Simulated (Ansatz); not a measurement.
**SnO (P4/nmm): a single-point run**

Wanted: a converged single-point run for SnO (P4/nmm), and a check of what comes out. The structure is shown as the input types it.

Program: Ansatz 0.2.0. Level of theory: Kohn-Sham DFT, with the functional, basis and potentials that each input names. These are calculated values, not measurements.

### 1 The structure to begin with

The structure is tetragonal, space group P4/nmm (No. 129). Conventional cell: a = 3.868 Å, b = 3.868 Å, c = 5.068 Å, α = 90.00°, β = 90.00°, γ = 90.00°. Sn (site symmetry 4mm) is surrounded by 4 O at 2.25 Å. Around O (site symmetry -4m2) lie 4 Sn at 2.25 Å.

Structure file:

```
CELL_PARAMETERS angstrom
3.86825 0.00000 0.00000
0.00000 3.86825 0.00000
0.00000 0.00000 5.06763
ATOMIC_POSITIONS crystal
Sn 0.00000 0.50000 0.22872
Sn 0.50000 0.00000 0.77128
O 0.00000 0.00000 0.00000
O 0.50000 0.50000 0.00000
```

### 2 Input and run

input.yaml reads:

```yaml
crystal:
  lattice:
    - [3.8682528669, 0.0, 0.0]
    - [0.0, 3.8682528669, 0.0]
    - [0.0, 0.0, 5.0676297951]
  atoms:
    - { symbol: Sn, position: [0.0, 0.5, 0.228717183] }
    - { symbol: Sn, position: [0.5, 0.0, 0.771282817] }
    - { symbol: O, position: [0.0, 0.0, 0.0] }
    - { symbol: O, position: [0.5, 0.5, 0.0] }
basis:
  ecutwfc: 420
  ecutrho_ratio: 4
kpoints:
  mp_grid: { grid: [10, 10, 8] }
hamiltonian:
  xc: pbe
  pseudopotentials: { kind: nc }
scf:
  occupations: { method: gaussian, width: 0.05 }
  max_iter: 80
output:
  forces: true
  stress: true
magnetization:
  spin_polarized: true
  spin_orbit: true
```

Run with:

```bash
$ ansatz run input.yaml --threads 4 --pin off --max-ram 7168MiB --backend cpu --events-out ev --progress --plain --runs-dir out
```

Q: Will this input give a usable result? If not, why, and what should change?

Nothing was computed: the input was turned down at the start. Its message: «2 input errors — fix all and re-run 1. inconsistent input (magnetization.spin_orbit, magnetization.noncollinear): true requires noncollinear: true — spin–orbit coupling acts on 2-spinor wavefunctions; set both flags»

In the input, magnetization.spin_orbit is true. The potentials chosen hold no spin-orbit term, or the run isn't non-collinear.

Fix: delete magnetization.spin_orbit (the default then holds).
